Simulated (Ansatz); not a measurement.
What does this script print? It uses the Ansatz DFT code, driven from Python.

`polymorphs_gd.py`:
```python
import warnings

import ansatz as az
from ase import Atoms
import numpy as np
import spglib


def ground_state(name, crystal):
    calc = (
        crystal.calculation()
        .scf(tolerance=1e-08, max_iterations=60, extra_bands=6)
        .functional(az.Functional.PBESOL)
        .basis(460)
        .kpoints(spacing=0.39)
        .occupations("cold", width=0.1)
        .spin("collinear")
        .stress()
        .band_table()
    )
    calc = calc.relax(force_tolerance=0.03, fix_cell=["shape"])
    return calc.run(threads=1, pin="off")


def volume_per_atom(outcome):
    return abs(np.linalg.det(outcome.lattice.cell_ang)) / len(outcome.lattice.sites)


def space_group(outcome):
    sites = outcome.report["lattice"]["sites"]
    kinds = sorted({site["symbol"] for site in sites})
    cell = (outcome.lattice.cell_ang, [site["position_frac"] for site in sites], [kinds.index(site["symbol"]) for site in sites])
    return spglib.get_spacegroup(cell, symprec=0.01)


def main() -> None:
    warnings.simplefilter("ignore")

    phases = {}
    im_3m = (
        az.Lattice.of((-2.025, 2.025, 2.025), (2.025, -2.025, 2.025), (2.025, 2.025, -2.025))
        .atom("Gd", (0.0, 0.0, 0.0))
        .moments(Gd=7.0)
    )
    phases["Im-3m"] = im_3m
    atoms = Atoms(
        ["Gd"],
        scaled_positions=[
            (0.0, 0.0, 0.0),
        ],
        cell=[
            (0.0, 2.585819, 2.585819),
            (2.585819, 0.0, 2.585819),
            (2.585819, 2.585819, 0.0),
        ],
        pbc=True,
    )
    atoms.set_initial_magnetic_moments([7.0])
    fm_3m = az.Crystal.from_ase(atoms)
    phases["Fm-3m"] = fm_3m

    done = {}
    for name, crystal in phases.items():
        try:
            done[name] = ground_state(name, crystal)
        except az.NonConvergedError as error:
            print(name, "did not converge:", str(error)[:120])

    energy = {name: o.report["energy_sigma0_ev"] / len(o.lattice.sites) for name, o in done.items()}
    lowest = min(energy.values())
    rows = [(name, len(o.lattice.sites), 1000 * (energy[name] - lowest), volume_per_atom(o), space_group(o), abs(o.report["magnetization_mub"]) / len(o.lattice.sites)) for name, o in done.items()]
    rows.sort(key=lambda row: row[2])
    print("     phase       atoms  dE (meV/atom)  V (A^3/atom)  space group  M (muB/atom)")
    for row in rows:
        print(f"{str(row[0]):>10}  {row[1]:10d}  {row[2]:13.1f}  {row[3]:12.3f}  {str(row[4]):>11}  {row[5]:12.2f}")


if __name__ == "__main__":
    main()
```

```console
$ python polymorphs_gd.py
     phase       atoms  dE (meV/atom)  V (A^3/atom)  space group  M (muB/atom)
     Fm-3m           1            0.0        30.340  Fm-3m (225)          7.25
     Im-3m           1           54.7        30.756  Im-3m (229)          7.54
```

By space group at the end of each run: Fm-3m (+0 meV an atom, 30.3 Å³) and Im-3m (+55 meV an atom, 30.8 Å³).

Caveats:
- These settings explore the input space; cutoff and mesh may be short of convergence.
- Open f shells: without a Hubbard U, without spin-orbit coupling; the state reached hangs on the start and needn't be the lowest.
- For the metals among these phases the mesh is modest: differences between phases can be off by up to 40 meV an atom.
- The program warned that this SCF threshold is loose for forces or stresses.
- Atoms and volume are relaxed with the cell's shape held, which in cells of lower than cubic symmetry can hide stresses and shift volumes.
- The cells come from databases of deposited and of computed structures, and not all need be stable phases.
- The ranking holds among these structures alone, at zero temperature; the ground state may be another structure. Magnetic phases start from parallel moments and may not end in their lowest magnetic state. Differences under about 40 meV an atom lie within the error of mesh and functional.
- The script silences warnings, which a real study should read.
- Run time: 22 s on 1 thread of AMD EPYC 7R43 64-Core Processor (Zen 3), on a shared host, peak memory 0.41 GiB.
